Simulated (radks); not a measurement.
# Nuclear size and the levels of Sc²⁺

The task here is to estimate one member of a computed series from the others.

The numbers are computed with radks (a radial shooting solver on a logarithmic mesh, Libxc functionals) version 1 (Dirac Kohn-Sham, LDA (Slater exchange, Perdew-Wang correlation), spin-unpolarised, spherical densities, finite nucleus; open shells are shared between the two j in proportion to 2j + 1), except any that are marked as measured or tabulated.

### Starting point

* element: scandium (Z = 21)
* charge: +2
* electrons: 19
* configuration: [Ar] 3d1
* nuclear rms radius: 3.5459 fm

The outer shells:

Sc²⁺
```
[Ar] core
3d [↑ ][  ][  ][  ][  ]
```

Set-up of the first run:

Settings of this run:

```text
Z 21
configuration [Ar] 3d1 4s0 4p0
relativity Dirac
functional lda,pw
spin unpolarised
j_filling average
nucleus finite rms 3.5459 fm
c 137.035999084
```

Steps of the session up to this table: rms radius 3.5459 fm.

One of the session's tables, all rows but one given; the rest of the session is left out.

It belongs to the step «rms radius 3.5459 fm». Radial moments (bohr):

| level | <r> | outermost maximum (interpolated) | 90 % within | nodes |
| --- | --- | --- | --- | --- |
| 3s1/2 | 1.075 | 0.926 | 1.61 | 2 |
| 3p1/2 | ? | ? | ? | ? |
| 3p3/2 | 1.166 | 0.969 | 1.80 | 1 |
| 3d3/2 | 1.559 | 1.07 | 2.64 | 0 |
| 3d5/2 | 1.562 | 1.07 | 2.65 | 0 |
| 4s1/2 | 3.039 | 2.70 | 4.43 | 3 |
| 4p1/2 | 3.569 | 3.16 | 5.24 | 2 |
| 4p3/2 | 3.586 | 3.17 | 5.27 | 2 |

**Question.** Estimate the row for 3p1/2.

**Answer.** <r>: 1.159; outermost maximum (interpolated): 0.962; 90 % within: 1.79; nodes: 1. In the column «<r>» it lies between 3s1/2 (1.075) and 3p3/2 (1.166).
